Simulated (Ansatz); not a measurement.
**MoSi2 (Si2Mo-type): a single-point run**

Aim: a sound single-point run of MoSi2 (Si2Mo-type). The structure is shown as the input types it.

Program: Ansatz 0.2.0. Level of theory: DFT r2SCAN, scalar-relativistic, plane waves, PAW. These are calculated values, not measurements.

## (1) Starting point

The structure is tetragonal, space group I4/mmm (No. 139). Conventional cell: a = 3.202 Å, b = 3.202 Å, c = 7.817 Å, α = 90.00°, β = 90.00°, γ = 90.00°. Si (site symmetry 4mm) has 5 Si at 2.58 to 2.63 Å and 5 Mo at 2.60 to 2.62 Å as nearest neighbours. Around Mo (site symmetry 4/mmm) lie 10 Si at 2.60 to 2.62 Å.

The input asks for a charge of +10 e on the cell.

Coordinates:

```xyz
3
Lattice="-1.6010 1.6010 3.9084 1.6010 -1.6010 3.9084 1.6010 1.6010 -3.9084" Properties=species:S:1:pos:R:3 pbc="T T T"
Si    0.0000    0.0000    2.6208
Si    0.0000    0.0000    5.1960
Mo    0.0000    0.0000    0.0000
```

## (2) Input and run

Input file input.yaml:

```yaml
crystal:
  lattice:
    - [-1.6010447289, 1.6010447289, 3.9083925469]
    - [1.6010447289, -1.6010447289, 3.9083925469]
    - [1.6010447289, 1.6010447289, -3.9083925469]
  atoms:
    - { symbol: Si, position: [0.3352808695, 0.3352808695, 0.0] }
    - { symbol: Si, position: [0.6647191305, 0.6647191305, 0.0] }
    - { symbol: Mo, position: [0.0, 0.0, 0.0] }
basis:
  ecutwfc: 500
  ecutrho_ratio: 4
kpoints:
  mp_grid: { grid: [14, 14, 14] }
hamiltonian:
  xc: r2scan
scf:
  occupations: { method: gaussian, width: 0.05 }
  max_iter: 50
output:
  forces: true
  stress: true
total_charge: 10
```

Run with:

```
ansatz run input.yaml --threads 4 --pin off --max-ram 7168MiB --backend cpu --events-out ev --progress --plain --runs-dir out
```

Q: Will this input give a usable result? If not, why, and what should change?

This run ends as converged. It gives a pressure of 285 GPa and a largest force of 2.4 eV/Å, which is large; a structure far from rest gives such values too, whatever the setting.

Look at the input: total_charge is 10. The typed charge changes the electron count, so this is no longer the system that was meant.

Run again and compare: delete total_charge (the default then holds).
